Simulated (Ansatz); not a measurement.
# H5InO3Se: one species, many methods

Aim: compute H5InO3Se with functionals from several rungs and with coupled cluster, and see how far each lands from CCSD(T) at the basis-set limit for the atomisation energy.

Program: Ansatz 0.2.0, Gaussian basis. Level of theory: functionals in def2-TZVPP, the program's frozen cores in correlated methods. These are calculated values, not measurements.

Levels to be run: LDA (SPW92), PBE-D4, revPBE-D4, BLYP-D4, r2SCAN-D4, B97M-V, PBE0-D4, B3LYP-D4, r2SCANh-D4, r2SCAN0-D4, HSE06-D4, BHLYP-D4, CAM-B3LYP-D4, LC-ωPBE, ωB97X-V, ωB97M-V, B2PLYP, PBE-QIDH; CCSD(T)/def2-SVP; CCSD(T)/def2-TZVPP; MP2/def2-QZVPP; extrapolation to the limit; RPA on PBE.

**1. Structure used throughout**

An earlier PBE0-D4 in a triple-zeta def2 set relaxation fixed the geometry. In takes the def2 core potential; no spin-orbit term is included.

SMILES `[OH][In-]([OH])([OH])[SeH2+]`, 10 atoms, charge 0, spin multiplicity 1.

Atoms are counted from 1 here; the program's logs count them from 0.

Bond lengths: O1–In2 1.995 Å, O1–H6 0.960 Å, In2–O3 2.000 Å, In2–O4 1.987 Å, In2–Se5 2.892 Å, O3–H7 0.960 Å, O4–H8 0.960 Å, Se5–H9 1.470 Å, Se5–H10 1.470 Å. Angles: In2–O1–H6 112.1°, O1–In2–O3 117.5°, O1–In2–O4 119.3°, O1–In2–Se5 93.4°, O3–In2–O4 119.8°, O3–In2–Se5 90.8°, O4–In2–Se5 103.7°, In2–O3–H7 111.7°, In2–O4–H8 111.6°, In2–Se5–H9 86.4°, In2–Se5–H10 86.0°, H9–Se5–H10 91.7°.

**2. LDA**

This LDA is Slater exchange with PW92 correlation.

Contents of in.yaml:

```yaml
crystal:
  periodic: [false, false, false]
  atoms:
    - {symbol: O, position_ang: [-1.539101, 1.326165, 0.277042]}
    - {symbol: In, position_ang: [-0.543456, -0.387090, 0.046632]}
    - {symbol: O, position_ang: [0.137057, -0.822568, -1.782691]}
    - {symbol: O, position_ang: [-0.776116, -1.836714, 1.386190]}
    - {symbol: Se, position_ang: [1.998400, 0.797396, 0.753101]}
    - {symbol: H, position_ang: [-2.180974, 1.278604, 0.989335]}
    - {symbol: H, position_ang: [-0.314029, -0.312685, -2.459801]}
    - {symbol: H, position_ang: [-0.547257, -2.694997, 1.021706]}
    - {symbol: H, position_ang: [1.385564, 2.089829, 0.415543]}
    - {symbol: H, position_ang: [2.379922, 0.562060, -0.647056]}
basis:
  gaussian: {orbitals: def2-TZVPP}
hamiltonian: {xc: lda}
output: {orbitals: {seedname: orbitals}}
```

Run with:

```
> ansatz run in.yaml --threads 4 --pin off --events-out ev --progress --plain --max-ram 11315MiB
```

The runs that follow: PBE-D4 (GGA); revPBE-D4 (GGA); BLYP-D4 (GGA); r2SCAN-D4 (meta-GGA); B97M-V (meta-GGA); B3LYP-D4 (hybrid); r2SCANh-D4 (hybrid); r2SCAN0-D4 (hybrid); HSE06-D4 (hybrid); BHLYP-D4 (hybrid); CAM-B3LYP-D4 (range-separated); LC-ωPBE (range-separated); ωB97X-V (range-separated); ωB97M-V (range-separated); B2PLYP (double hybrid); PBE-QIDH (double hybrid); CCSD(T) in def2-SVP; CCSD(T) in def2-TZVPP; MP2 in def2-QZVPP; RPA on PBE orbitals.

**Question.** What will the summary of the whole plan be? Wanted: atomisation energy, CCSD(T)/CBS; farthest beyond LDA; mean size of error, GGA; mean size of error, meta-GGA; mean size of error, hybrid; mean size of error, range-separated; mean size of error, double hybrid; gap, smallest and largest; T1 diagnostic.

As calculated:

| quantity | value |
| --- | --- |
| atomisation energy, CCSD(T)/CBS | 736.9 kcal/mol |
| functionals within 7.4 kcal/mol (1.0 %) | PBE-D4 |
| farthest beyond LDA | BHLYP-D4 (-59.4 kcal/mol) |
| mean size of error, GGA | 14.9 kcal/mol |
| mean size of error, meta-GGA | 15.5 kcal/mol |
| mean size of error, hybrid | 33.6 kcal/mol |
| mean size of error, range-separated | 16.5 kcal/mol |
| mean size of error, double hybrid | 29.1 kcal/mol |
| gap, smallest and largest | 4.25 eV (BLYP-D4), 11.75 eV (LC-ωPBE) |
| T1 diagnostic | 0.0142 |
| triples share of the correlation energy | 3.4 % |

**Reading.** LDA overbinds by 116.5 kcal/mol (16 %). PBE-D4 misses by -1.6 kcal/mol. Double hybrids carry the basis error of their MP2 part in triple zeta, and no dispersion term here, so their miss is partly the set-up's. Taken by rung, GGA functionals do best (14.9 kcal/mol on average) and hybrid ones worst beyond LDA (33.6 kcal/mol). double hybrid functionals lie within the reference's doubt of that worst mean (29.1 kcal/mol), so those two tie. The gap between the best rungs is small, so their order is not settled. The mean of the hybrids holds BHLYP, with half exact exchange. The reference freezes the cores and leaves out spin-orbit coupling and excitations past (T), and its outer-core shells are covered unevenly, so misses under about 7.4 kcal/mol can't be ranked. All levels share the lack of spin-orbit coupling, which lowers the free heavy atoms and so the true binding. Hartree-Fock recovers 62 % of the binding; the rest is correlation. CCSD(T) in def2-SVP is off by -76.3 kcal/mol, so the small basis spoils what the method gains. Orbital gaps span 4.2 to 11.8 eV; exact exchange widens them. Correlated methods include outer-core shells of In, Se, which these sets cover unevenly.
